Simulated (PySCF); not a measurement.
# [Pb(OH)3]+: other functionals and bases at one geometry

Aim: see how levels, charges and forces of [Pb(OH)3]+ depend on the level of theory. The structure is generated, not taken from experiment.

Method: several levels, as the steps say, no spin–orbit coupling; program: PySCF 2.14.0.

5 further runs of the same task are left out: 2 for a known fault of the program, 1 that didn't finish, 2 set aside as unsound or not needed. Runs told in other sessions of the task aren't counted.

## (1) The starting structure

7 atoms, charge 1, spin multiplicity 1.

Bond lengths: Pb1–O2 2.051 Å, Pb1–O4 2.051 Å, Pb1–O6 2.051 Å, O2–H3 0.980 Å, O4–H5 0.980 Å, O6–H7 0.980 Å. Angles: O2–Pb1–O4 120.0°, O2–Pb1–O6 120.0°, O4–Pb1–O6 120.0°, Pb1–O2–H3 110.2°, Pb1–O4–H5 110.2°, Pb1–O6–H7 110.2°.

Coordinates:

```xyz
7

Pb    0.0000    0.0000    0.0644
O     2.0217   -0.3476    0.0660
H     2.5113    0.5018    0.0654
O    -0.7099    1.9246    0.0660
H    -1.6902    1.9239    0.0654
O    -1.3118   -1.5771    0.0660
H    -0.8211   -2.4257    0.0654
```

Formal oxidation states: Pb +4. An earlier session relaxed this geometry at r2SCAN, Pb def2-SVP with ECP60, O def2-SVP, H def2-SVP (singlet, point group C3h).

At r2SCAN on the finer grid: E = -419.801491 Eh, HOMO -13.62 eV, LUMO -10.94 eV, Mulliken charge on Pb1 +1.26 e, largest force component 0.007 eV/Å. 

Levels to run: TPSSh; PBE; wB97X; HF; r2SCAN, TZVP; r2SCAN, x2c-SVP. Hardware: 2 threads of Arm Neoverse V1, shared host.

## (2) TPSSh

Input file run.py (the lines that set the calculation):

```python
mol = gto.M(atom='''
Pb     0.00000     0.00000     0.06445
O      2.02174    -0.34755     0.06599
H      2.51127     0.50178     0.06545
O     -0.70989     1.92465     0.06599
H     -1.69019     1.92393     0.06545
O     -1.31185    -1.57710     0.06599
H     -0.82108    -2.42572     0.06545''',
    basis={'Pb': 'def2-SVP', 'O': 'def2-SVP', 'H': 'def2-SVP'},
    ecp={'Pb': 'def2-SVP'},
    charge=1, spin=0)
mf = dft.RKS(mol, xc='TPSSH')
mf.grids.atom_grid = (75, 302)
mf = mf.density_fit()  # fitting sets: Pb def2-universal-JKFIT, O def2-universal-JKFIT, H def2-universal-JKFIT
mf.conv_tol = 1e-08; mf.max_cycle = 55
mf.kernel(dm0)  # dm0: the density of the relaxed state
```

Command:

```console
$ OMP_NUM_THREADS=2 python run.py
```

Log:

```text
init E= -419.760190570862
  HOMO = -0.515103143701113  LUMO = -0.387276960059335  gap/eV = 3.47833
cycle= 1 E= -419.760745946216  delta_E= -0.000555  |g|= 0.0179  |ddm|= 0.0972
  HOMO = -0.513379167474706  LUMO = -0.387404145875241  gap/eV = 3.42795
cycle= 2 E= -419.760572985739  delta_E= 0.000173  |g|= 0.0327  |ddm|= 0.0636
  HOMO = -0.515372461301483  LUMO = -0.388135848780706  gap/eV = 3.46228
cycle= 3 E= -419.760815110587  delta_E= -0.000242  |g|= 0.00442  |ddm|= 0.0392
  HOMO = -0.514852079841934  LUMO = -0.387574845105402  gap/eV = 3.46339
cycle= 4 E= -419.760818730009  delta_E= -3.62e-06  |g|= 0.000472  |ddm|= 0.00383
  HOMO = -0.514862269484983  LUMO = -0.387612948211927  gap/eV = 3.46263
cycle= 5 E= -419.760818781279  delta_E= -5.13e-08  |g|= 0.00019  |ddm|= 0.000788
  HOMO = -0.514861207617014  LUMO = -0.387611445627851  gap/eV = 3.46264
cycle= 6 E= -419.760818772282  delta_E= 9e-09  |g|= 0.000272  |ddm|= 0.000406
  HOMO = -0.514868166597642  LUMO = -0.3876097453442  gap/eV = 3.46288
cycle= 7 E= -419.760818789679  delta_E= -1.74e-08  |g|= 6.59e-06  |ddm|= 0.000244
  HOMO = -0.51486835566788  LUMO = -0.387609478992655  gap/eV = 3.46289
cycle= 8 E= -419.760818789686  delta_E= -7.62e-12  |g|= 3.89e-07  |ddm|= 9.96e-06
  HOMO = -0.514868318476891  LUMO = -0.387609489972963  gap/eV = 3.46289
Extra cycle  E= -419.760818789687  delta_E= -1.02e-12  |g|= 6.62e-07  |ddm|= 1.43e-06
converged SCF energy = -419.760818789687
```

It took 5.2 s on 2 threads of Arm Neoverse V1, shared host.

Result: E = -419.760819 Eh, HOMO -14.01 eV, LUMO -10.55 eV, Mulliken charge on Pb1 +1.25 e, largest force component 0.121 eV/Å. 

## (3) PBE

Edit run.py (the lines that set the calculation) of step 2 so:

```diff
@@ -11,3 +11,3 @@
     charge=1, spin=0)
-mf = dft.RKS(mol, xc='TPSSH')
+mf = dft.RKS(mol, xc='PBE')
 mf.grids.atom_grid = (75, 302)
```

Command:

```console
$ OMP_NUM_THREADS=2 python run.py
```

Log:

```text
init E= -419.629566842152
  HOMO = -0.478215385345407  LUMO = -0.399774651955639  gap/eV = 2.13448
cycle= 1 E= -419.630346836068  delta_E= -0.00078  |g|= 0.0666  |ddm|= 0.221
  HOMO = -0.493221878340351  LUMO = -0.407352924517252  gap/eV = 2.33661
cycle= 2 E= -419.624163828149  delta_E= 0.00618  |g|= 0.18  |ddm|= 0.268
  HOMO = -0.483162656786554  LUMO = -0.40189596656284  gap/eV = 2.21138
cycle= 3 E= -419.631483014026  delta_E= -0.00732  |g|= 0.00772  |ddm|= 0.176
  HOMO = -0.483181941336137  LUMO = -0.402291888062766  gap/eV = 2.20113
cycle= 4 E= -419.63150071618  delta_E= -1.77e-05  |g|= 0.00153  |ddm|= 0.0131
  HOMO = -0.483007407187922  LUMO = -0.402132215013864  gap/eV = 2.20073
cycle= 5 E= -419.631500995926  delta_E= -2.8e-07  |g|= 0.000906  |ddm|= 0.00198
  HOMO = -0.483025940492269  LUMO = -0.402129502722079  gap/eV = 2.20130
cycle= 6 E= -419.631501160293  delta_E= -1.64e-07  |g|= 0.000379  |ddm|= 0.00115
  HOMO = -0.483028462070221  LUMO = -0.402132101213628  gap/eV = 2.20130
cycle= 7 E= -419.63150119556  delta_E= -3.53e-08  |g|= 1.9e-05  |ddm|= 0.000412
  HOMO = -0.483027681142017  LUMO = -0.40213055269928  gap/eV = 2.20132
cycle= 8 E= -419.631501195674  delta_E= -1.14e-10  |g|= 1.56e-06  |ddm|= 3.59e-05
  HOMO = -0.483028047646019  LUMO = -0.402130805822317  gap/eV = 2.20133
Extra cycle  E= -419.631501195671  delta_E= 2.73e-12  |g|= 4.31e-06  |ddm|= 4.9e-06
converged SCF energy = -419.631501195671
```

Wall time 3.7 s (2 threads of Arm Neoverse V1, shared host).

Result: E = -419.631501 Eh, HOMO -13.14 eV, LUMO -10.94 eV, Mulliken charge on Pb1 +1.14 e, largest force component 0.479 eV/Å. 

## (4) wB97X

Edit run.py (the lines that set the calculation) of step 3 so:

```diff
@@ -11,3 +11,3 @@
     charge=1, spin=0)
-mf = dft.RKS(mol, xc='PBE')
+mf = dft.RKS(mol, xc='WB97X')
 mf.grids.atom_grid = (75, 302)
```

Command:

```console
$ OMP_NUM_THREADS=2 python run.py
```

Log:

```text
init E= -419.776325408783
  HOMO = -0.644455597488731  LUMO = -0.300330401100283  gap/eV = 9.36412
cycle= 1 E= -419.782934480466  delta_E= -0.00661  |g|= 0.0465  |ddm|= 0.309
  HOMO = -0.640113509648438  LUMO = -0.298606001819181  gap/eV = 9.29289
cycle= 2 E= -419.783528878964  delta_E= -0.000594  |g|= 0.0367  |ddm|= 0.0832
  HOMO = -0.644776855076542  LUMO = -0.299874299567819  gap/eV = 9.38528
cycle= 3 E= -419.783839306618  delta_E= -0.00031  |g|= 0.0127  |ddm|= 0.0477
  HOMO = -0.643181642202334  LUMO = -0.297862514797536  gap/eV = 9.39661
cycle= 4 E= -419.783899683728  delta_E= -6.04e-05  |g|= 0.00262  |ddm|= 0.0217
  HOMO = -0.643379945517777  LUMO = -0.298079870046958  gap/eV = 9.39609
cycle= 5 E= -419.78390357261  delta_E= -3.89e-06  |g|= 0.000494  |ddm|= 0.00639
  HOMO = -0.643351875290343  LUMO = -0.298054640402754  gap/eV = 9.39602
cycle= 6 E= -419.783903945591  delta_E= -3.73e-07  |g|= 0.000105  |ddm|= 0.00219
  HOMO = -0.643360435723673  LUMO = -0.298061053325551  gap/eV = 9.39607
cycle= 7 E= -419.783903957703  delta_E= -1.21e-08  |g|= 9.71e-05  |ddm|= 0.000379
  HOMO = -0.64335422987451  LUMO = -0.298062718775633  gap/eV = 9.39586
cycle= 8 E= -419.783903959897  delta_E= -2.19e-09  |g|= 1.6e-05  |ddm|= 8.95e-05
  HOMO = -0.643356824005545  LUMO = -0.298064084361659  gap/eV = 9.39589
Extra cycle  E= -419.783903959962  delta_E= -6.56e-11  |g|= 1.93e-05  |ddm|= 3.07e-05
converged SCF energy = -419.783903959962
```

Wall time 4.2 s (2 threads of Arm Neoverse V1, shared host).

It gives: E = -419.783904 Eh, HOMO -17.51 eV, LUMO -8.11 eV, Mulliken charge on Pb1 +1.30 e, largest force component 0.718 eV/Å. 

## (5) HF

Edit run.py (the lines that set the calculation) of step 4 so:

```diff
@@ -11,4 +11,3 @@
     charge=1, spin=0)
-mf = dft.RKS(mol, xc='WB97X')
-mf.grids.atom_grid = (75, 302)
+mf = scf.RHF(mol)
 mf = mf.density_fit()  # fitting sets: Pb def2-universal-JKFIT, O def2-universal-JKFIT, H def2-universal-JKFIT
```

Command:

```console
$ OMP_NUM_THREADS=2 python run.py
```

Log:

```text
init E= -417.556350902045
  HOMO = -0.687343806487518  LUMO = -0.245323183002633  gap/eV = 12.02799
cycle= 1 E= -417.607601834014  delta_E= -0.0513  |g|= 0.0987  |ddm|= 0.76
  HOMO = -0.696162456677865  LUMO = -0.244965312374809  gap/eV = 12.27770
cycle= 2 E= -417.611926843503  delta_E= -0.00433  |g|= 0.0313  |ddm|= 0.163
  HOMO = -0.699324779014872  LUMO = -0.240008387940669  gap/eV = 12.49864
cycle= 3 E= -417.61250320248  delta_E= -0.000576  |g|= 0.0213  |ddm|= 0.0822
  HOMO = -0.697875565071315  LUMO = -0.23740631571895  gap/eV = 12.53001
cycle= 4 E= -417.612648522392  delta_E= -0.000145  |g|= 0.00453  |ddm|= 0.0276
  HOMO = -0.698877051514178  LUMO = -0.237805446457514  gap/eV = 12.54640
cycle= 5 E= -417.612662294996  delta_E= -1.38e-05  |g|= 0.0018  |ddm|= 0.00882
  HOMO = -0.698933971448885  LUMO = -0.237598624691408  gap/eV = 12.55357
cycle= 6 E= -417.612665863114  delta_E= -3.57e-06  |g|= 0.000513  |ddm|= 0.00518
  HOMO = -0.699024074804809  LUMO = -0.237654467521271  gap/eV = 12.55451
cycle= 7 E= -417.612666184679  delta_E= -3.22e-07  |g|= 8.72e-05  |ddm|= 0.00174
  HOMO = -0.699036303063848  LUMO = -0.237667873843282  gap/eV = 12.55447
cycle= 8 E= -417.6126661927  delta_E= -8.02e-09  |g|= 2.42e-05  |ddm|= 0.000257
  HOMO = -0.699040118541822  LUMO = -0.237669571382241  gap/eV = 12.55453
Extra cycle  E= -417.612666193118  delta_E= -4.18e-10  |g|= 1.26e-05  |ddm|= 3.96e-05
converged SCF energy = -417.612666193118
```

It took 1.4 s on 2 threads of Arm Neoverse V1, shared host.

Result: E = -417.612666 Eh, HOMO -19.02 eV, LUMO -6.47 eV, Mulliken charge on Pb1 +1.67 e, largest force component 1.721 eV/Å. 

## (6) r2SCAN, TZVP

Basis: Pb def2-TZVP with ECP60, O def2-TZVP, H def2-TZVP. 

Input file run.py (the lines that set the calculation):

```python
mol = gto.M(atom='''
Pb     0.00000     0.00000     0.06445
O      2.02174    -0.34755     0.06599
H      2.51127     0.50178     0.06545
O     -0.70989     1.92465     0.06599
H     -1.69019     1.92393     0.06545
O     -1.31185    -1.57710     0.06599
H     -0.82108    -2.42572     0.06545''',
    basis={'Pb': 'def2-TZVP', 'O': 'def2-TZVP', 'H': 'def2-TZVP'},
    ecp={'Pb': 'def2-TZVP'},
    charge=1, spin=0)
mf = dft.RKS(mol, xc='R2SCAN')
mf.grids.atom_grid = (75, 302)
mf = mf.density_fit()  # fitting sets: Pb def2-universal-JKFIT, O def2-universal-JKFIT, H def2-universal-JKFIT
mf.conv_tol = 1e-08; mf.max_cycle = 55
mf.kernel(dm0)  # dm0: free metal ions and neutral atoms
```

Command:

```console
$ OMP_NUM_THREADS=2 python run.py
```

Log:

```text
init E= -424.422454358317
  HOMO = -0.533645371943628  LUMO = -0.444464529555241  gap/eV = 2.42673
cycle= 1 E= -420.01224188062  delta_E= 4.41  |g|= 0.781  |ddm|= 2.42
  HOMO = -0.553614764484528  LUMO = -0.397836213826096  gap/eV = 4.23895
cycle= 2 E= -419.824080088065  delta_E= 0.188  |g|= 1.17  |ddm|= 2.08
  HOMO = -0.479692043075843  LUMO = -0.38553709792798  gap/eV = 2.56209
cycle= 3 E= -420.089008059706  delta_E= -0.265  |g|= 0.329  |ddm|= 1.49
  HOMO = -0.509516982198332  LUMO = -0.411531034539927  gap/eV = 2.66633
cycle= 4 E= -420.108265219766  delta_E= -0.0193  |g|= 0.0601  |ddm|= 0.195
  HOMO = -0.505144835777315  LUMO = -0.404654896154476  gap/eV = 2.73447
cycle= 5 E= -420.109053789095  delta_E= -0.000789  |g|= 0.0117  |ddm|= 0.0976
  HOMO = -0.506013634858754  LUMO = -0.405884870029098  gap/eV = 2.72464
cycle= 6 E= -420.109074953289  delta_E= -2.12e-05  |g|= 0.00205  |ddm|= 0.016
  HOMO = -0.505779297597216  LUMO = -0.405754168932056  gap/eV = 2.72182
cycle= 7 E= -420.109072384574  delta_E= 2.57e-06  |g|= 0.00385  |ddm|= 0.00416
  HOMO = -0.505922129965579  LUMO = -0.405745740293696  gap/eV = 2.72594
cycle= 8 E= -420.109075740111  delta_E= -3.36e-06  |g|= 0.000242  |ddm|= 0.00309
  HOMO = -0.505939073854146  LUMO = -0.40575276943505  gap/eV = 2.72621
cycle= 9 E= -420.109075752235  delta_E= -1.21e-08  |g|= 3.08e-05  |ddm|= 0.000194
  HOMO = -0.505940900580688  LUMO = -0.405755719541663  gap/eV = 2.72618
cycle= 10 E= -420.109075752244  delta_E= -8.64e-12  |g|= 2.69e-05  |ddm|= 3.34e-05
  HOMO = -0.505941366938475  LUMO = -0.405755552991184  gap/eV = 2.72619
Extra cycle  E= -420.109075749407  delta_E= 2.84e-09  |g|= 0.000115  |ddm|= 0.000109
converged SCF energy = -420.109075749407
```

Wall time 17 s (2 threads of Arm Neoverse V1, shared host).

Result: E = -420.109076 Eh, HOMO -13.77 eV, LUMO -11.04 eV, Mulliken charge on Pb1 +1.36 e, largest force component 0.545 eV/Å. 

## (7) r2SCAN, x2c-SVP

Basis: Pb x2c-SVPall, O x2c-SVPall, H x2c-SVPall. All electrons are treated, with the spin-free X2C Hamiltonian.

Input file run.py (the lines that set the calculation):

```python
mol = gto.M(atom='''
Pb     0.00000     0.00000     0.06445
O      2.02174    -0.34755     0.06599
H      2.51127     0.50178     0.06545
O     -0.70989     1.92465     0.06599
H     -1.69019     1.92393     0.06545
O     -1.31185    -1.57710     0.06599
H     -0.82108    -2.42572     0.06545''',
    basis={'Pb': 'x2c-SVPall', 'O': 'x2c-SVPall', 'H': 'x2c-SVPall'},
    nucmod='G',
    charge=1, spin=0)
mf = dft.RKS(mol, xc='R2SCAN')
mf.grids.atom_grid = (99, 590)
mf = mf.density_fit()  # fitting sets: Pb AutoAux, O AutoAux, H AutoAux
mf = mf.sfx2c1e()
mf.conv_tol = 1e-08; mf.max_cycle = 55
mf.kernel(dm0)  # dm0: free metal ions and neutral atoms
```

Command:

```console
$ OMP_NUM_THREADS=2 python run.py
```

Log:

```text
init E= -21116.3553070499
  HOMO = -0.52267251120271  LUMO = -0.433598646267283  gap/eV = 2.42382
cycle= 1 E= -21111.7062867933  delta_E= 4.65  |g|= 0.602  |ddm|= 3.01
  HOMO = -0.556491409500817  LUMO = -0.405570102273037  gap/eV = 4.10678
cycle= 2 E= -21111.5192489709  delta_E= 0.187  |g|= 1.09  |ddm|= 2.35
  HOMO = -0.486462187670421  LUMO = -0.390398947117524  gap/eV = 2.61401
cycle= 3 E= -21111.7872272557  delta_E= -0.268  |g|= 0.154  |ddm|= 1.51
  HOMO = -0.502278797548146  LUMO = -0.406698012570763  gap/eV = 2.60089
cycle= 4 E= -21111.7915553901  delta_E= -0.00433  |g|= 0.0302  |ddm|= 0.129
  HOMO = -0.499703842218717  LUMO = -0.402905050841746  gap/eV = 2.63403
cycle= 5 E= -21111.7917494556  delta_E= -0.000194  |g|= 0.00792  |ddm|= 0.061
  HOMO = -0.500390927386933  LUMO = -0.40364512995112  gap/eV = 2.63259
cycle= 6 E= -21111.7917578288  delta_E= -8.37e-06  |g|= 0.000454  |ddm|= 0.00681
  HOMO = -0.50037302407303  LUMO = -0.403647623120711  gap/eV = 2.63203
cycle= 7 E= -21111.791757847  delta_E= -1.81e-08  |g|= 0.00034  |ddm|= 0.000696
  HOMO = -0.500369715692406  LUMO = -0.403646222054076  gap/eV = 2.63198
cycle= 8 E= -21111.7917578429  delta_E= 4.11e-09  |g|= 0.000361  |ddm|= 0.000695
  HOMO = -0.500383441011919  LUMO = -0.403644885310359  gap/eV = 2.63239
cycle= 9 E= -21111.7917578744  delta_E= -3.16e-08  |g|= 6.21e-06  |ddm|= 0.000367
  HOMO = -0.500383575648951  LUMO = -0.403645030537257  gap/eV = 2.63239
cycle= 10 E= -21111.7917578745  delta_E= -4.37e-11  |g|= 8.49e-07  |ddm|= 6.23e-06
  HOMO = -0.500383648285547  LUMO = -0.403645007085165  gap/eV = 2.63239
Extra cycle  E= -21111.7917578744  delta_E= 1.82e-11  |g|= 1.5e-06  |ddm|= 3.11e-06
converged SCF energy = -21111.7917578744
```

Run time: 33 s. Hardware: 2 threads of Arm Neoverse V1, shared host.

It gives: E = -21111.791758 Eh, HOMO -13.62 eV, LUMO -10.98 eV, Mulliken charge on Pb1 +1.31 e, largest force component 0.336 eV/Å. 

## (8) All levels side by side

| level | state | HOMO (eV) | gap (eV) | charge on Pb1 (e) | dipole (D) | largest force component (eV/Å) | basis functions | time |
| --- | --- | --- | --- | --- | --- | --- | --- | --- |
| r2SCAN (relaxed here) | singlet | -13.62 | 2.68 | 1.26 | 0.01 | 0.01 | 83 | 19 s |
| TPSSh | singlet | -14.01 | 3.46 | 1.25 | 0.01 | 0.12 | 83 | 5.2 s |
| PBE | singlet | -13.14 | 2.20 | 1.14 | 0.01 | 0.48 | 83 | 3.7 s |
| wB97X | singlet | -17.51 | 9.40 | 1.30 | 0.01 | 0.72 | 83 | 4.2 s |
| HF | singlet | -19.02 | 12.55 | 1.67 | 0.01 | 1.72 | 83 | 1.4 s |
| r2SCAN, TZVP | singlet | -13.77 | 2.73 | 1.36 | 0.01 | 0.54 | 161 | 17 s |
| r2SCAN, x2c-SVP | singlet | -13.62 | 2.63 | 1.31 | 0.01 | 0.34 | 119 | 33 s |

Times are on 2 threads of Arm Neoverse V1, shared host; the first row also made further properties. The dipole of a charged species depends on the origin, so these sizes hold for this origin alone.

In one basis the HOMO–LUMO gap runs from 2.20 eV (PBE) to 12.55 eV (HF). The largest leftover force, 1.72 eV/Å with HF, stands at a geometry relaxed at another level. The Mulliken charge on Pb spans +1.14 to +1.67 e over the levels. Total energies of different levels can't be compared. Spin–orbit coupling is left out throughout.
